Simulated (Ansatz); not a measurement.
This script drives Ansatz 0.2.0, Python API.

Contents of `clrb.xyz`:
```text
2

Rb    0.00000    0.00000    0.00000
Cl    0.00000    0.00000    3.03000
```

`adiabatic_clrb.py`:
```python
"""How ClRb relaxes after losing an electron."""

import itertools
import warnings

import ansatz as az
from ase.data import atomic_numbers, covalent_radii
import numpy as np

warnings.simplefilter("ignore", az.DeckWarning)

molecule = az.Crystal.molecule_from_extxyz("clrb.xyz")

job = (
    molecule.calculation()
    .basis(gaussian="def2-SVP")
    .functional("pbe", dispersion="d3bj")
)
symbols = [site.symbol for site in molecule.cartesian_sites]
start = np.array([site.position_ang for site in molecule.cartesian_sites], dtype=float)
r = job.relax(force_tolerance=0.01).run(threads=1).report
end = np.array(r["positions_ang"])

minimum = az.Crystal.molecule()
for symbol, place in zip(symbols, end):
    minimum = minimum.atom(symbol, place.tolist())
ion = (
    minimum.calculation()
    .basis(gaussian="def2-SVP")
    .functional("pbe", dispersion="d3bj")
    .charge(1)
    .spin("collinear", total=1)
)
vertical = ion.run(threads=1).report
settled = ion.relax(force_tolerance=0.01, max_steps=80).run(threads=1).report
print(f"vertical ionisation energy   {vertical['free_energy_ev'] - r['free_energy_ev']:.3f} eV")
print(f"adiabatic, no zero point     {settled['free_energy_ev'] - r['free_energy_ev']:.3f} eV")
print(f"relaxation energy of the ion {vertical['free_energy_ev'] - settled['free_energy_ev']:.3f} eV")
ionised = np.array(settled["positions_ang"])
# pairs closer than 1.2 times the sum of covalent radii, before or after
radius = [covalent_radii[atomic_numbers[s]] for s in symbols]
span = lambda where, i, j: np.linalg.norm(where[i] - where[j])
bonded = [(i, j) for i, j in itertools.combinations(range(len(symbols)), 2) if min(span(end, i, j), span(ionised, i, j)) < 1.2 * (radius[i] + radius[j])]
print("pair        before    after (A)")
for i, j in bonded:
    print(f"{symbols[i]}{i}-{symbols[j]}{j}".ljust(10), f"{span(end, i, j):8.4f} {span(ionised, i, j):8.4f}")
```

It is started by `python adiabatic_clrb.py`. How long does it take on 1 thread of Arm Neoverse V1, with other jobs on the host, and how much memory does it need?

It took about 30 s, with a peak of 0.2 GiB, for 3 runs of the engine.

```console
$ python adiabatic_clrb.py
vertical ionisation energy   8.417 eV
adiabatic, no zero point     8.115 eV
relaxation energy of the ion 0.302 eV
pair        before    after (A)
Rb0-Cl1      2.8242   3.3998
```

The energies are electronic: no zero-point or thermal terms, and the basis set is short of its limit. The product may relax into another structure. The relaxation finds the nearest minimum, so the adiabatic value is an upper bound. def2 sets replace the cores of elements past krypton by effective core potentials.
